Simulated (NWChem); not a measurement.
**One shape, several levels: [BH2Br2]− (SMILES Br[BH2-]Br)**

We compute a comparison of 4 runs (HF/STO-3G, HF/3-21G, B3LYP/6-31G*) of [BH2Br2]−. 

The calculation is run with NWChem 7.3.0.

## (1) The structure to begin with

[BH2Br2]− has 5 atoms, charge -1, and is taken as a singlet. SMILES: `Br[BH2-]Br`. The coordinates come from a GFN2-xTB relaxation.

Bond lengths: Br1–B2 2.020 Å, B2–Br3 2.020 Å, B2–H4 1.201 Å, B2–H5 1.201 Å. Angles: Br1–B2–Br3 110.7°, Br1–B2–H4 108.2°, Br1–B2–H5 108.3°, Br3–B2–H4 108.2°, Br3–B2–H5 108.2°, H4–B2–H5 113.2°.

## (2) Energy and gradient at HF/STO-3G (run 1)

mymol.nw reads:

```
start mymol
title "BBr2H2 gradient"
memory total 2200 mb
charge -1
geometry noautosym nocenter noautoz
 Br      -1.618380      -0.257020       0.992490
 B        0.005190       0.130490      -0.145410
 Br       1.566920      -1.016280       0.427240
 H       -0.261480      -0.139250      -1.284780
 H        0.307750       1.282070       0.010460
end
basis spherical bse
 Br library STO-3G
 B library STO-3G
 H library STO-3G
end
scf
 thresh 1e-08
 maxiter 80
end
task scf gradient
```

On the command line:

```console
$ nwchem mymol.nw > mymol.out
```

Log:

```text
[...]
  functions       =    43
[...]
  wavefunction    = RHF
[...]
         Total SCF energy =  -5114.887667520989
      One-electron energy =  -7818.348716658324
      Two-electron energy =   2384.116977399286
 Nuclear repulsion energy =    319.344071738049
        Time for solution =      2.4s
[...]
                         RHF ENERGY GRADIENTS
    atom               coordinates                        gradient
                 x          y          z           x          y          z
   1 Br     -3.058295  -0.485697   1.875534    0.003055  -0.000949  -0.000332
   2 B       0.009808   0.246590  -0.274785   -0.000565  -0.012276   0.013757
   3 Br      2.961049  -1.920491   0.807367   -0.003017   0.000500   0.000795
   4 H      -0.494126  -0.263144  -2.427882   -0.005175  -0.007146  -0.019420
   5 H       0.581563   2.422761   0.019767    0.005703   0.019870   0.005201
[...]
```

Run time: 3.9 s. Hardware: 1 thread of Intel Xeon Platinum 8488C (Sapphire Rapids), shared host; peak memory 0.1 GiB.

## (3) Energy and gradient at HF/3-21G (run 2)

test.nw reads:

```
start test
title "BBr2H2 gradient"
memory 2200 mb
charge -1

geometry units angstroms noautosym nocenter noautoz
Br      -1.618380      -0.257020       0.992490
B        0.005190       0.130490      -0.145410
Br       1.566920      -1.016280       0.427240
H       -0.261480      -0.139250      -1.284780
H        0.307750       1.282070       0.010460
end

basis "ao basis" spherical bse
* library 3-21G
end

scf
thresh 1e-08
maxiter 80
print medium
end

task scf gradient
```

On the command line:

```console
$ nwchem test.nw > test.out
```

Log:

```text
[...]
  functions       =    57
[...]
  wavefunction    = RHF
[...]
         Total SCF energy =  -5145.900870775558
      One-electron energy =  -7830.671787177605
      Two-electron energy =   2365.426844663997
 Nuclear repulsion energy =    319.344071738049
        Time for solution =      2.7s
[...]
                         RHF ENERGY GRADIENTS
    atom               coordinates                        gradient
                 x          y          z           x          y          z
   1 Br     -3.058295  -0.485697   1.875534    0.029979   0.005207  -0.018900
   2 B       0.009808   0.246590  -0.274785   -0.001138  -0.027079   0.030241
   3 Br      2.961049  -1.920491   0.807367   -0.028952   0.019258  -0.008403
   4 H      -0.494126  -0.263144  -2.427882   -0.000468   0.000060  -0.002607
   5 H       0.581563   2.422761   0.019767    0.000580   0.002555  -0.000330
[...]
```

Wall time 4.2 s (1 thread of Intel Xeon Platinum 8488C (Sapphire Rapids), shared host); peak memory 0.099 GiB.

Run 3 isn't shown in full; the table further down has it.

## (4) Energy and forces at B3LYP/6-31G(d) (Cartesian functions) (run 4)

bbr2h2.xyz reads:

```xyz
5

Br    -1.618380    -0.257020     0.992490
B      0.005190     0.130490    -0.145410
Br     1.566920    -1.016280     0.427240
H     -0.261480    -0.139250    -1.284780
H      0.307750     1.282070     0.010460
```

bbr2h2.nw reads:

```
start bbr2h2
memory stack 880 mb heap 220 mb global 1100 mb
charge -1

geometry units angstroms noautosym nocenter noautoz
load bbr2h2.xyz
end

basis "ao basis"
* library 6-31G*
end

dft
xc b3lyp
grid xfine
convergence energy 1e-08
iterations 100
mulliken
end

task dft gradient
```

On the command line:

```console
$ nwchem bbr2h2.nw > bbr2h2.out
```

Log:

```text
[...]
          Wavefunction type:  closed shell.
          No. of atoms     :     5
          No. of electrons :    78
[...]
          Charge           :    -1
          Spin multiplicity:     1
[...]
          AO basis - number of functions:    89
[...]
              XC Information
              --------------
                         B3LYP Method XC Potential
                     Hartree-Fock (Exact) Exchange  0.200
                        Slater Exchange Functional  0.800 local
                    Becke 1988 Exchange Functional  0.720 non-local
              Lee-Yang-Parr Correlation Functional  0.810
                  VWN I RPA Correlation Functional  0.190 local
[...]
 d= 0,ls=0.0,diis     1  -5173.6512918407 -5.49D+03  2.96D-02  9.44D+00     3.5
[...]
 d= 0,ls=0.0,diis     8  -5173.9597245456 -8.21D-09  3.28D-06  6.65D-08    20.2
         Total DFT energy =    -5173.959724545602
      One electron energy =    -7851.793662996079
           Coulomb energy =     2546.183129952736
    Exchange-Corr. energy =     -187.693263240309
 Nuclear repulsion energy =      319.344071738049
[...]
      Total Density - Mulliken Population Analysis
     ---------------------------------------------
    Atom       Charge   Shell Charges
 -----------   ------   -------------------------------------------------------
    1 Br  35    35.43   2.00  1.99  6.00  1.93  5.99  1.60  3.84  0.40  1.62  7.02  2.95  0.11
    2 B    5     4.96   1.99  0.54  1.48  0.37  0.49  0.08
    3 Br  35    35.43   2.00  1.99  6.00  1.93  5.99  1.60  3.84  0.40  1.62  7.02  2.95  0.11
    4 H    1     1.09   0.52  0.56
    5 H    1     1.09   0.52  0.56
[...]
  wavefunction    = closed shell
                         DFT ENERGY GRADIENTS
    atom               coordinates                        gradient
                 x          y          z           x          y          z
   1 Br     -3.058295  -0.485697   1.875534    0.018086   0.003123  -0.011387
   2 B       0.009808   0.246590  -0.274785   -0.000639  -0.014826   0.016575
   3 Br      2.961049  -1.920491   0.807367   -0.017455   0.011595  -0.005047
   4 H      -0.494126  -0.263144  -2.427882    0.000582   0.001545   0.001286
   5 H       0.581563   2.422761   0.019767   -0.000574  -0.001436  -0.001427
[...]
```

It took 28 s on 1 thread of Intel Xeon Platinum 8488C (Sapphire Rapids), shared host; peak memory 0.14 GiB.

## (5) Overview of the runs

```
run                               level  iteration cap  module   energy (Eh)  HOMO energy (eV)  LUMO energy (eV)  HOMO–LUMO gap (eV)  wall time
  1                           HF/STO-3G             80     scf  -5114.887668             -1.58             18.51               20.09      3.9 s
  2                            HF/3-21G             80     scf  -5145.900871             -4.70             11.17               15.88      4.2 s
  3  B3LYP/6-31G* (spherical functions)            100     dft  -5173.941946             -1.83              6.30                8.13       27 s
  4  B3LYP/6-31G* (Cartesian functions)            100     dft  -5173.959725             -1.84              6.28                8.12       28 s
```

## (6) Outcome

| quantity | value |
| --- | --- |
| run 4: total energy | -5173.95972 Eh |
| run 4: HOMO energy | -1.84 eV |
| run 4: LUMO energy | 6.28 eV |
| run 4: HOMO–LUMO gap (to an unbound level, set by the basis) | 8.12 eV |
| run 4: largest force on an atom | 1.144 eV/Å |

**Reading.** The HOMO–LUMO gap runs from 8.12 eV (B3LYP/6-31G*) to 20.09 eV (HF/STO-3G). The two ends differ in method and basis. The empty levels of an anion lie above zero and hang on the basis. In run 1 the basis is minimal, so the values are rough. All runs together took 63 s, the longest 28 s.
